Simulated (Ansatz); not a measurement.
# Al4Co3Ni: the cost of one run

Method: DFT PBE, scalar-relativistic, plane waves, PAW, in Ansatz 0.2.0.

1 further run of the same task is left out (set aside as unsound or not needed).

### 1 The system as given

The structure is tetragonal, space group P4/mmm (No. 123). Conventional cell: a = 5.734 Å, b = 5.734 Å, c = 2.860 Å, α = 90.00°, β = 90.00°, γ = 90.00°. Al (site symmetry m2m) is surrounded by 6 Co at 2.47 to 2.48 Å and 2 Ni at 2.50 Å. Around Co (site symmetry 4/mmm) lie 8 Al at 2.47 Å. Ni (site symmetry 4/mmm) has 8 Al at 2.50 Å and 2 Ni at 2.86 Å and 4 Co at 2.87 Å as nearest neighbours. Co (site symmetry mmm) is surrounded by 8 Al at 2.48 Å.

Structure file:

```xyz
8
Lattice="5.7335 0.0000 0.0000 0.0000 5.7335 0.0000 0.0000 0.0000 2.8600" Properties=species:S:1:pos:R:3 pbc="T T T"
Al    1.4208    4.3127    0.0000
Al    1.4208    1.4208    0.0000
Al    4.3127    4.3127    0.0000
Al    4.3127    1.4208    0.0000
Co    0.0000    0.0000    1.4300
Ni    2.8668    2.8668    1.4300
Co    2.8668    0.0000    1.4300
Co    0.0000    2.8668    1.4300
```

It is the end of an earlier relaxation with the same method, from a generated guess; it needn't be the stable form of this composition. At a tolerance of 0.05 Å it has space group P4/mmm (No. 123); it has 11.75 Å³/atom, an uncorrected energy of -0.60 eV/atom over the elements.

### 2 Electronic structure at the relaxed geometry

Contents of input.yaml:

```yaml
crystal:
  lattice:
    - [5.7335081, 0.0, 0.0]
    - [0.0, 5.7335081, 0.0]
    - [0.0, 0.0, 2.859983]
  atoms:
    - { symbol: Al, position: [0.247807, 0.752193, 0.0] }
    - { symbol: Al, position: [0.247807, 0.247807, 0.0] }
    - { symbol: Al, position: [0.752193, 0.752193, 0.0] }
    - { symbol: Al, position: [0.752193, 0.247807, 0.0] }
    - { symbol: Co, position: [0.0, 0.0, 0.5] }
    - { symbol: Ni, position: [0.5, 0.5, 0.5] }
    - { symbol: Co, position: [0.5, 0.0, 0.5], spin: 0.31 }
    - { symbol: Co, position: [0.0, 0.5, 0.5], spin: 0.31 }
basis:
  ecutwfc: 420
kpoints:
  mp_grid: { grid: [8, 8, 14] }
  band_path:
    path:
      - [[0.0, 0.0, 0.0], [0.0, 0.5, 0.0], [0.5, 0.5, 0.0], [0.0, 0.0, 0.0], [0.0, 0.0, 0.5], [0.0, 0.5, 0.5], [0.5, 0.5, 0.5], [0.0, 0.0, 0.5]]
      - [[0.0, 0.5, 0.0], [0.0, 0.5, 0.5]]
      - [[0.5, 0.5, 0.0], [0.5, 0.5, 0.5]]
    npoints: 14
hamiltonian:
  xc: pbe
scf:
  occupations: { method: gaussian, width: 0.1 }
  n_extra_bands: 20
output:
  forces: true
  stress: true
  eigenvalues: true
  populations: true
  dos: { projected: true, de: 0.02, nscf_kmesh: { grid: [10, 10, 17] } }
  bader: true
magnetization:
  spin_polarized: true
checkpoint:
  read: start.run
  write: ck
  compress: false
  write_wavefunctions: false
  write_every: 100000
```

On the command line:

```console
> ansatz run input.yaml --threads 4 --pin off --max-ram 8192MiB --backend cpu --events-out ev --progress --plain --runs-dir out
```

**Question.** How long does this run take on 4 threads of Arm Neoverse V1, shared host, and how much memory does it need?

About 92 s, with a peak of 1.2 GiB.
